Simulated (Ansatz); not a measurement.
Geometry optimisation, DFT PBE, scalar-relativistic, plane waves, PAW (Ansatz).

input.yaml

```yaml
crystal:
  lattice:
    - [5.9, 0.0, 0.0]
    - [-4.425, 7.664325, 0.0]
    - [0.0, 0.0, 4.6846]
  atoms:
    - { symbol: Ti, position: [0.0, 0.0, 0.0] }
    - { symbol: Ti, position: [0.1666667, 0.2222222, 0.5] }
    - { symbol: Ti, position: [0.0, 0.3333333, 0.0] }
    - { symbol: Ti, position: [0.1666667, 0.5555556, 0.5] }
    - { symbol: Ti, position: [0.0, 0.6666667, 0.0] }
    - { symbol: Ti, position: [0.1666667, 0.8888889, 0.5] }
    - { symbol: Ti, position: [0.5, 0.0, 0.0] }
    - { symbol: Ti, position: [0.6666667, 0.2222222, 0.5] }
    - { symbol: Ti, position: [0.5, 0.3333333, 0.0] }
    - { symbol: Ti, position: [0.6666667, 0.5555556, 0.5] }
    - { symbol: Ti, position: [0.5, 0.6666667, 0.0] }
    - { symbol: Ti, position: [0.6666667, 0.8888889, 0.5] }
    - { symbol: Li, position: [0.3301512, 0.448645, 0.7500597] }
basis:
  ecutwfc: 420.0
kpoints:
  mp_grid: { grid: [4, 3, 5] }
hamiltonian:
  xc: pbe
scf:
  occupations: { method: gaussian, width: 0.05 }
  lower_state_search: "off"
relax:
  f_tol: 0.03
  max_steps: 60
  adjacent_minimum: "off"
```

Run as:

```bash
$ ansatz run input.yaml --threads 4 --pin off --max-ram 10240MiB --backend cpu --events-out ev --progress --plain --runs-dir out
```

Q: Where does it end, and by what steps?

A: It converged. Limits of this set-up: coarse k mesh, a small cell, in which the defect meets its images, a typed lattice constant that wasn't relaxed here. After 6 steps the energy has fallen by 3.055 eV; Ti4 moved furthest, 0.38 Å.

| step | energy less start (eV) | largest force component (eV/Å) | accepted |
| --- | --- | --- | --- |
| 0 | 0.0000 | 2.673 | yes |
| 1 | -1.8856 | 1.091 | yes |
| 2 | -2.8253 | 0.472 | yes |
| 3 | -2.9857 | 0.391 | yes |
| 4 | -3.0459 | 0.107 | yes |
| 5 | -3.0435 | 0.137 | no |
| 6 | -3.0550 | 0.026 | yes |

```xyz
13
Lattice="5.9000 0.0000 0.0000 -4.4250 7.6643 0.0000 0.0000 0.0000 4.6846" Properties=species:S:1:pos:R:3
Ti 0.025 -0.005 -0.095
Ti 0.011 1.429 2.217
Ti -1.632 2.402 0.292
Ti -1.656 4.412 2.050
Ti -2.943 5.061 -0.316
Ti -2.976 6.802 2.180
Ti 2.970 0.014 0.164
Ti 2.939 1.755 2.654
Ti 1.643 2.407 0.288
Ti 1.633 4.416 2.046
Ti -0.016 5.387 0.136
Ti -0.032 6.817 2.450
Li -0.004 3.418 3.501
```

Whether the end is a true minimum wasn't checked by a vibrational analysis.

The run took 42 s on 4 threads of Intel(R) Xeon(R) Gold 6455B (Sapphire Rapids) (shared host), peak memory 1.1 GiB.
